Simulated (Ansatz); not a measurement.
# Co in Ansatz: reference runs

How does Co come out in PBE? The cell is run as given.

Everything below comes from runs of Ansatz 0.2.0. Logs are shortened: lines on timing, memory, paths and dates and some standing lists are left out, and cuts for length are marked.

### 1 The cell of the first run

The cell holds a slab with vacuum, 5 atoms: a = 2.471 Å, b = 2.471 Å, c = 23.088 Å, α = 90.00°, β = 90.00°, γ = 120.00°.

### 2 Single point, PBE, collinear spin, ferromagnetic start (the (0 0 1) slab of Co, cut from the database cell, not relaxed)

Input file input.yaml:

```yaml
crystal:
  lattice:
    - [2.4705617809, 0.0, 0.0]
    - [-1.2352808904, 2.1395692639, 0.0]
    - [0.0, 0.0, 23.0882338]
  atoms:
    - { symbol: Co, position: [0.0, 0.0, 0.3248407854], spin: 2.0 }
    - { symbol: Co, position: [0.33333333, 0.66666666, 0.4124203927], spin: 2.0 }
    - { symbol: Co, position: [0.0, 0.0, 0.5], spin: 2.0 }
    - { symbol: Co, position: [0.66666667, 0.33333334, 0.5875796073], spin: 2.0 }
    - { symbol: Co, position: [0.0, 0.0, 0.6751592146], spin: 2.0 }
hamiltonian:
  xc: pbe
  pseudopotentials: { kind: paw }
magnetization:
  spin_polarized: true
kpoints:
  mp_grid: { grid: [12, 12, 1] }
scf:
  occupations: { method: fermi_dirac, width: 0.05 }
output:
  forces: true
  eigenvalues: true
efield:
  axis: 3
  dipole_correction: true
  ramp_width: 0.04
```

Potentials or basis: Ansatz PAW.

Launch:

```sh
> ansatz run input.yaml --threads 4 --pin off --max-ram 11264MiB --backend cpu --events-out ev --progress --plain --runs-dir out
```

Output:

```text
Warning: RAYON_NUM_THREADS=4 ignored (pool sized by the plan → 4); use --threads N
Engine: ansatz 0.2.0, aarch64-unknown-linux-gnu
Pseudopotentials: kind: paw
Pseudopotential: Co, paw, valence charge 17, recommended cutoff 420 eV (normal), Co.paw.azcp
Functional definition: PBE
  parameter kappa = 0.804
  parameter beta = 0.06672455060314922
  exchange = pbe_x(kappa = kappa, mu = beta*pi^2/3)
  correlation = pbe_c(beta = beta)
Crystal: 5 atoms, lattice volume = 122.043 Å³
Basis set: ecut = 420 eV, 2279 PW (Γ), exchange–correlation on 36×36×320 points (8 copies of the dense FFT grid, shifted against one another)
Bands: 57, of which v1, the nominal top of the filled ones, is band 43 counted from 1 (42 counted from 0)
Symmetry: 6 space group operations
k-points: 19 of 144 (time reversal used)
Non-local potential: Co, projectors of the file, l = 0: 3, l = 1: 2, l = 2: 3, l = 3: 1
PAW form: soft (Blöchl's): semilocal exchange-correlation on the pseudo side does not see the compensation charge
PAW one-centre angular grid: Co, 590 points (default); XC on 64 Gauss nodes
Initial density: superposition of atomic densities (neutral atoms: chi_scale 0, normalization atom)
Starting moments: Σ|m| = 10 μB on 5 of 5 sites
Initial wavefunctions: pseudopotential atomic-orbital guess
Functional: x = pbe(κ = 0.804, μ = 0.2195149727645171), c = pbe(β = 0.06672455060314922)
SCF iter   1: F=—  HF=-25627.161267 eV  |F-HF|=—  |Δ(HF+E_count)|=         —  Δρ=4.78e-2 (↑2.80e-2 ↓4.78e-2)  dr2=7.83e0  dr2_m=3.41e-1  M=8.976 μB ∫|m|=9.271 μB  β_m=1.00  ethr=3.10e-3  p=0.000 e·Å  D=7.42e-14 V/Å  ΔV_dip=-0.00 eV  dr2_dipole=1.48e-5  V_vac-E_F(+/−)=7.52/7.52 eV  ⟨swp⟩=10.4  Hψ=10836  notcnv=0  defer=20
Mixer restart at iter 1: flushing history
efield: sawtooth ramp at fractional position 0.9800 (placed from the atoms, in the widest stretch of the axis that holds none; the zero of the levels goes with the place), width 0.0400; the density the first Hamiltonian is built on has a dipole p = 0.000 e·Å; the dipole correction subtracts the counter field D = 7.42e-14 V/Å, which shifts the + side's vacuum level by -0.00 eV against the − side's; the planar-averaged density in the ramp window peaks in size at 4.0e-6 e/Å³
preconditioner: auto → LDOS  [metal: Δε(μ)=0.022 eV  Ē_g=7.755 eV  σ=0.050 eV  W_gap=0.11  n_scr=18 (ndim 8)  ℏωp=22.5 eV  f_vac=0.504  D(μ)=5.34/eV (n_scr^D=20)]
spin=Collinear: LDOS preconditioning applied to the charge; magnetization (m = ρ↑ − ρ↓) channel mixes plain (no charge-response kernel on spin).
SCF iter   2: F=—  HF=-25626.146800 eV  |F-HF|=—  |Δ(HF+E_count)|=    1.01e0  Δρ=1.43e-2 (↑1.43e-2 ↓8.72e-3)  dr2=6.55e-1  dr2_m=9.21e-2  M=8.862 μB ∫|m|=9.547 μB  β_m=0.32  ethr=3.10e-3  p=-0.000 e·Å  D=-2.14e-5 V/Å  ΔV_dip=0.00 eV  dr2_dipole=1.97e-5  V_vac-E_F(+/−)=6.69/6.69 eV  ⟨swp⟩=2.6  Hψ=3763  notcnv=0  defer=142
density mixer auto → msr1: a metal under ldos (density of states about μ 2.90 of a free-electron gas's, 18 screened modes)
SCF iter   3: F=—  HF=-25627.591180 eV  |F-HF|=—  |Δ(HF+E_count)|=    1.44e0  Δρ=8.72e-3 (↑8.72e-3 ↓6.52e-3)  dr2=1.55e-1  dr2_m=4.55e-2  M=8.808 μB ∫|m|=9.536 μB  β_m=0.48  ethr=7.70e-4  p=0.000 e·Å  D=6.74e-6 V/Å  ΔV_dip=-0.00 eV  dr2_dipole=1.60e-6  V_vac-E_F(+/−)=6.12/6.12 eV  ⟨swp⟩=2.9  Hψ=3628  notcnv=0  defer=137
SCF iter   4: F=—  HF=-25628.977665 eV  |F-HF|=—  |Δ(HF+E_count)|=    1.39e0  Δρ=5.82e-3 (↑4.42e-3 ↓5.82e-3)  dr2=7.39e-2  dr2_m=1.02e-2  M=8.654 μB ∫|m|=9.427 μB  β_m=0.62  ethr=1.83e-4  p=-0.000 e·Å  D=-3.94e-5 V/Å  ΔV_dip=0.00 eV  dr2_dipole=3.22e-6  V_vac-E_F(+/−)=5.44/5.44 eV  ⟨swp⟩=3.7  Hψ=4399  notcnv=0  defer=137
SCF iter   5: F=—  HF=-25629.264716 eV  |F-HF|=—  |Δ(HF+E_count)|=   2.87e-1  Δρ=4.19e-3 (↑1.98e-3 ↓4.19e-3)  dr2=2.50e-2  dr2_m=5.96e-3  M=8.537 μB ∫|m|=9.305 μB  β_m=0.81  ethr=8.70e-5  p=0.000 e·Å  D=3.02e-6 V/Å  ΔV_dip=-0.00 eV  dr2_dipole=6.35e-7  V_vac-E_F(+/−)=5.22/5.22 eV  ⟨swp⟩=2.6  Hψ=4198  notcnv=0  defer=137
SCF iter   6: F=—  HF=-25629.314202 eV  |F-HF|=—  |Δ(HF+E_count)|=   4.95e-2  Δρ=2.69e-3 (↑2.69e-3 ↓2.51e-3)  dr2=1.98e-2  dr2_m=2.45e-3  M=8.485 μB ∫|m|=9.273 μB  β_m=0.81  ethr=2.94e-5  p=-0.000 e·Å  D=-3.64e-5 V/Å  ΔV_dip=0.00 eV  dr2_dipole=4.97e-6  V_vac-E_F(+/−)=5.14/5.14 eV  ⟨swp⟩=3.5  Hψ=5141  notcnv=0  defer=141
SCF iter   7: F=—  HF=-25629.318324 eV  |F-HF|=—  |Δ(HF+E_count)|=   4.12e-3  Δρ=1.09e-3 (↑7.14e-4 ↓1.09e-3)  dr2=2.36e-3  dr2_m=1.20e-4  M=8.435 μB ∫|m|=9.234 μB  β_m=0.71  ethr=2.33e-5  p=0.000 e·Å  D=1.12e-5 V/Å  ΔV_dip=-0.00 eV  dr2_dipole=9.35e-7  V_vac-E_F(+/−)=5.04/5.04 eV  ⟨swp⟩=2.2  Hψ=4017  notcnv=0  defer=141
SCF iter   8: F=—  HF=-25629.317019 eV  |F-HF|=—  |Δ(HF+E_count)|=   1.30e-3  Δρ=6.28e-4 (↑3.25e-4 ↓6.28e-4)  dr2=5.29e-4  dr2_m=9.56e-5  M=8.431 μB ∫|m|=9.233 μB  β_m=0.85  ethr=2.78e-6  p=-0.000 e·Å  D=-3.04e-7 V/Å  ΔV_dip=0.00 eV  dr2_dipole=1.97e-7  V_vac-E_F(+/−)=5.00/5.00 eV  ⟨swp⟩=2.5  Hψ=4128  notcnv=0  defer=141
SCF iter   9: F=—  HF=-25629.317945 eV  |F-HF|=—  |Δ(HF+E_count)|=   9.26e-4  Δρ=2.31e-4 (↑9.99e-5 ↓2.31e-4)  dr2=6.19e-5  dr2_m=1.36e-5  M=8.439 μB ∫|m|=9.241 μB  β_m=0.80  ethr=6.22e-7  p=0.000 e·Å  D=5.04e-6 V/Å  ΔV_dip=-0.00 eV  dr2_dipole=1.58e-7  V_vac-E_F(+/−)=5.01/5.01 eV  ⟨swp⟩=2.8  Hψ=4059  notcnv=0  defer=141
SCF iter  10: F=—  HF=-25629.317975 eV  |F-HF|=—  |Δ(HF+E_count)|=   3.03e-5  Δρ=1.42e-4 (↑6.25e-5 ↓1.42e-4)  dr2=3.24e-5  dr2_m=2.23e-6  M=8.440 μB ∫|m|=9.242 μB  β_m=0.75  ethr=7.28e-8  p=-0.000 e·Å  D=-4.10e-6 V/Å  ΔV_dip=0.00 eV  dr2_dipole=1.81e-7  V_vac-E_F(+/−)=5.01/5.01 eV  ⟨swp⟩=2.2  Hψ=3387  notcnv=0  defer=141
SCF iter  11: F=—  HF=-25629.317984 eV  |F-HF|=—  |Δ(HF+E_count)|=   8.68e-6  Δρ=6.89e-5 (↑5.41e-5 ↓6.89e-5)  dr2=1.01e-5  dr2_m=3.36e-7  M=8.441 μB ∫|m|=9.244 μB  β_m=0.59  ethr=3.81e-8  p=0.000 e·Å  D=3.97e-6 V/Å  ΔV_dip=-0.00 eV  dr2_dipole=1.37e-7  V_vac-E_F(+/−)=5.01/5.01 eV  ⟨swp⟩=2.1  Hψ=4000  notcnv=0  defer=141
SCF iter  12: F=—  HF=-25629.317983 eV  |F-HF|=—  |Δ(HF+E_count)|=   8.37e-7  Δρ=1.75e-5 (↑1.20e-5 ↓1.75e-5)  dr2=5.24e-7  dr2_m=6.94e-8  M=8.441 μB ∫|m|=9.244 μB  β_m=0.61  ethr=1.19e-8  p=-0.000 e·Å  D=-2.15e-7 V/Å  ΔV_dip=0.00 eV  dr2_dipole=2.45e-10  V_vac-E_F(+/−)=5.01/5.01 eV  ⟨swp⟩=2.6  Hψ=3460  notcnv=0  defer=141
SCF iter  13: F=—  HF=-25629.317984 eV  |F-HF|=—  |Δ(HF+E_count)|=   3.11e-7  Δρ=4.44e-6 (↑4.44e-6 ↓4.21e-6)  dr2=5.16e-8  dr2_m=4.15e-9  M=8.441 μB ∫|m|=9.244 μB  β_m=0.53  ethr=6.16e-10  p=0.000 e·Å  D=1.28e-6 V/Å  ΔV_dip=-0.00 eV  dr2_dipole=4.32e-9  V_vac-E_F(+/−)=5.01/5.01 eV  ⟨swp⟩=2.2  Hψ=3802  notcnv=0  defer=141
SCF iter  14: F=-25629.317984 eV  HF=-25629.317984 eV  |F-HF|=3.48e-8  |Δ(HF+E_count)|=   4.39e-9  Δρ=5.06e-6 (↑3.42e-6 ↓5.06e-6)  dr2=4.84e-8  dr2_m=4.79e-9  M=8.441 μB ∫|m|=9.244 μB  ethr=6.07e-11  p=-0.000 e·Å  D=-2.89e-7 V/Å  ΔV_dip=0.00 eV  dr2_dipole=1.55e-9  V_vac-E_F(+/−)=5.01/5.01 eV  ⟨swp⟩=11.9  Hψ=11541  notcnv=0
SCF 1 converged in 14 iterations: F = -25629.317984 eV  dr2 = 4.84e-8
SCF converged after 14 iterations
Magnetization: 8.4407 μB (46.7203 up, 38.2797 down)
Absolute magnetization: 9.2468 μB (∫|ρ↑−ρ↓|, with the PAW one-centre terms)
Spin contamination: 0.1651 ħ² per cell (⟨S²⟩ above its minimum at these occupations)
Per-site moments (μB) at R_I (Å): [(1.7946679597782285, 1.019106734626412), (1.7469324286325945, 1.019106734626412), (1.7003374508697018, 1.019106734626412), (1.7469306667831228, 1.019106734626412), (1.794668455061151, 1.019106734626412)]
Free energy (F): -25629.317984 eV
Harris-Foulkes:  -25629.317984 eV  (|F-HF|=3.48e-8)
Internal energy: -25629.270740 eV  (E = F + TS)
E sigma→0 (E₀):  -25629.294362 eV
Entropy (-TS):   -0.047243 eV (-9.449 meV/atom)
Fermi energy:    5.632108 eV
Dipole field:    D = 0.000068 V/Å  (p = 0.000046 e·Å, saw-weighted, corrected)
Work function:   Φ+ = 5.0073 eV   Φ− = 5.0089 eV
Levels:          The Fermi level and band energies are counted from a zero that moves with the ramp; work functions are not
--- Per-component energies (eV) ---
  E_band       = -2329.968183
  E_kinetic    = 2265.916836
  E_local      = -167980.963258  (includes V_loc(G=0)·N_el)
  E_nonlocal   = 2274.512845
  E_hartree    = 82290.499440
  E_xc         = -792.687013
  E_vxc        = -1022.677134  (∫ρ·V_xc dr)
  E_paw        = -7578.641765  (= ΣΔE_a)
  E_vpaw       = -2447.701312  (= ΣTr[D̂ρ^β])
  E_aug_tail   = 0.000432  (compensation charges beyond the density's cutoff)
  E_efield     = 0.000000  (sawtooth field / dipole correction)
  E_vefield    = 0.000000  (∫n·V_field dr)
  E_ewald      = 63892.091743
  E_smearing   = -0.047243  (= −TS)
  E_closure    = 0.000000  (closes the sum)
  Σ components = -25629.317984   (vs F -25629.317984, Δ=0.00e0)
--- Forces (eV/Å), atoms counted from 1 ---
  atom   1  Co     0.00000000     0.00000000     0.27998858
  atom   2  Co     0.00000000     0.00000000    -0.42265718
  atom   3  Co    -0.00000000    -0.00000000    -0.00001571
  atom   4  Co     0.00000000     0.00000000     0.42264159
  atom   5  Co    -0.00000000    -0.00000000    -0.27995873
  max |Σ_I F_I| component: 1.44e-6 eV/Å
--- Band table (eV; the first three rows and the last of 38) ---
  k-point 0 ↑: bands = ["-90.5475", "-90.5398", "-90.4857", "-90.3968", "-90.3967", "-53.9479", "-53.8942", "-53.7349", "-53.6909", "-53.6354", "-53.6354", "-53.6340", "-53.6224", "-53.6224", "-53.6012", "-53.6012", "-53.4735", "-53.4735", "-53.4735", "-53.4735", "-3.2323", "-2.2794", "-0.9899", "0.0317", "0.2929", "2.6335", "2.6338", "2.7910", "2.8456", "2.8456", "2.9477", "2.9477", "3.0070", "3.0070", "3.2002", "3.2002", "3.2612", "3.2612", "3.2991", "3.8547", "3.8547", "4.0090", "4.0090", "4.4474", "4.4474", "4.5792", "4.5792", "4.7453", "4.7453", "4.9413", "5.6021", "10.2262", "10.5497", "11.4838", "13.0070", "13.3627", "15.5663"]
  k-point 1 ↑: bands = ["-90.5444", "-90.5372", "-90.4835", "-90.3943", "-90.3943", "-53.9417", "-53.8910", "-53.7366", "-53.6936", "-53.6517", "-53.6413", "-53.6406", "-53.6307", "-53.6268", "-53.6163", "-53.6047", "-53.4906", "-53.4904", "-53.4776", "-53.4776", "-2.9875", "-2.0451", "-0.7699", "0.2325", "0.4631", "2.5288", "2.5694", "2.6772", "2.7641", "2.8811", "2.9526", "2.9768", "3.0305", "3.0739", "3.1176", "3.1550", "3.2888", "3.3170", "3.3673", "3.7327", "3.7989", "3.9490", "4.0006", "4.1677", "4.2212", "4.4320", "4.5859", "4.7609", "4.7657", "5.6715", "6.4493", "10.4417", "10.7818", "11.6791", "13.2222", "13.5125", "15.7843"]
  k-point 2 ↑: bands = ["-90.5359", "-90.5298", "-90.4774", "-90.3874", "-90.3874", "-53.9245", "-53.8834", "-53.7501", "-53.7111", "-53.6916", "-53.6676", "-53.6545", "-53.6506", "-53.6393", "-53.6386", "-53.6142", "-53.5367", "-53.5359", "-53.4889", "-53.4888", "-2.2837", "-1.3855", "-0.1805", "0.7511", "0.8957", "2.2106", "2.3044", "2.3941", "2.5933", "2.6543", "2.8717", "3.0419", "3.0827", "3.1995", "3.2111", "3.2445", "3.3787", "3.4219", "3.4580", "3.6310", "3.6613", "3.7959", "3.9635", "4.0015", "4.3785", "4.4009", "4.5980", "4.7953", "5.3226", "6.7074", "7.8349", "11.0766", "11.4777", "12.2565", "13.8667", "13.9966", "16.4390"]
  k-point 18 ↓: bands = ["-88.3730", "-88.3560", "-88.3560", "-88.1869", "-88.1869", "-51.8062", "-51.8062", "-51.7993", "-51.7535", "-51.7402", "-51.7402", "-51.6828", "-51.6828", "-51.6413", "-51.5866", "-51.5866", "-51.5671", "-51.5671", "-51.4798", "-51.4787", "2.7489", "2.7489", "2.7739", "2.7940", "2.7941", "2.9472", "2.9472", "3.3003", "3.4031", "3.9442", "3.9442", "4.0295", "4.4525", "4.4525", "4.6219", "4.6219", "5.3787", "5.3788", "6.1130", "6.1130", "6.4085", "6.4537", "6.6258", "6.6258", "6.6442", "11.4638", "11.4638", "11.8410", "11.9638", "12.4167", "12.4167", "13.0433", "13.0433", "15.3649", "15.3649", "15.4171", "15.6107"]
```

It took 13 s on 4 threads of Arm Neoverse V2, shared host; peak memory 0.55 GiB.

What came out:

```
Free energy                     : -25629.3180 eV
Largest force                   : 0.423 eV/Å
Band gap on the k mesh          : none (metal or under the smearing width)
Net moment                      : 8.44 μB per cell
Absolute moment                 : 9.25 μB per cell
Site moments                    : Co +1.79, +1.75, +1.70 μB
Work function of the upper face : 5.01 eV
Work function of the lower face : 5.01 eV
Dipole across the slab          : 0.000 e·Å
```

Forces in eV/Å, atoms in the order of the input:
```
Co   0.000  0.000  0.280
Co   0.000  0.000 -0.423
Co   0.000  0.000  0.000
Co   0.000  0.000  0.423
Co   0.000  0.000 -0.280
```

Levels at points of the mesh, in eV from the Fermi level:
Spin up:
```
            k point  band 45  band 46  band 47  band 48  band 49  band 50
 (0.00, 0.00, 0.00)    -1.18    -1.05    -1.05    -0.89    -0.89    -0.69
(0.00, -0.50, 0.00)    -0.48     0.75     1.51     1.60     2.77     3.02
```
Spin down:
```
            k point  band 35  band 36  band 37  band 38  band 39  band 40  band 41  band 42
 (0.00, 0.00, 0.00)    -0.93    -0.72    -0.72    -0.67    -0.67    -0.30     0.02     0.17
(0.00, -0.50, 0.00)    -0.46     0.09     0.29     0.73     1.03     1.16     1.25     1.30
```
